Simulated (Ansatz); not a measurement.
# WSe2: a single-point run

Wanted: a converged single-point run for WSe2, and a check of what comes out. The structure is shown as the input types it.

Method: density functional or hybrid calculation with the settings of its input, plane waves (as first typed), in Ansatz 0.2.0.

1 further run of the same task is left out (it didn't finish).

### Step 1. The system as given

Symmetry: P6_3/mmc, No. 194, hexagonal system. The conventional cell has a = 3.300 Å, b = 3.300 Å, c = 13.149 Å, α = 90.00°, β = 90.00°, γ = 120.00°. Around W (site symmetry -6m2) lie 6 Se at 2.53 Å. Se (site symmetry 3m) has 3 W at 2.53 Å as nearest neighbours.

Structure file:

```xyz
6
Lattice="3.2997 0.0000 0.0000 -1.6498 2.8576 0.0000 0.0000 0.0000 13.1487" Properties=species:S:1:pos:R:3 pbc="T T T"
W     0.0000    1.9051    3.2872
W     1.6498    0.9525    9.8615
Se    1.6498    0.9525    4.9526
Se    1.6498    0.9525    1.6218
Se    0.0000    1.9051   11.5269
Se    0.0000    1.9051    8.1961
```

### Step 2. The calculation

input.yaml reads:

```yaml
crystal:
  lattice:
    - [3.2996674443, 0.0, 0.0]
    - [-1.6498337221, 2.8575958308, 0.0]
    - [0.0, 0.0, 13.1487009308]
  atoms:
    - { symbol: W, position: [0.3333333333, 0.6666666667, 0.25] }
    - { symbol: W, position: [0.6666666667, 0.3333333333, 0.75] }
    - { symbol: Se, position: [0.6666666667, 0.3333333333, 0.3766602599] }
    - { symbol: Se, position: [0.6666666667, 0.3333333333, 0.1233397401] }
    - { symbol: Se, position: [0.3333333333, 0.6666666667, 0.8766602599] }
    - { symbol: Se, position: [0.3333333333, 0.6666666667, 0.6233397401] }
kpoints:
  mp_grid: { grid: [6, 6, 2] }
hamiltonian:
  xc: b3pw
scf:
  occupations: { method: fixed }
  n_extra_bands: 5
output:
  forces: true
  stress: true
  eigenvalues: true
```

On the command line:

```sh
ansatz run input.yaml --threads 4 --pin off --max-ram 4608MiB --backend cpu --events-out ev --progress --plain --runs-dir out
```

What happens when this is run?

The run ended at the input check. It says: «line 16 column 7: hamiltonian.xc: unknown variant `b3pw`, expected one of `lda`, `lda-pw`, `pw92`, `pbe`, `pbesol`, `rpbe`, `revpbe`, `blyp`, ...»

Look at the input: hamiltonian.xc is b3pw. No functional of that name is defined in this program.

Remedy: set hamiltonian.xc to pbesol. Any name on the list would pass the check; a listed functional of a like name need not be the same functional.
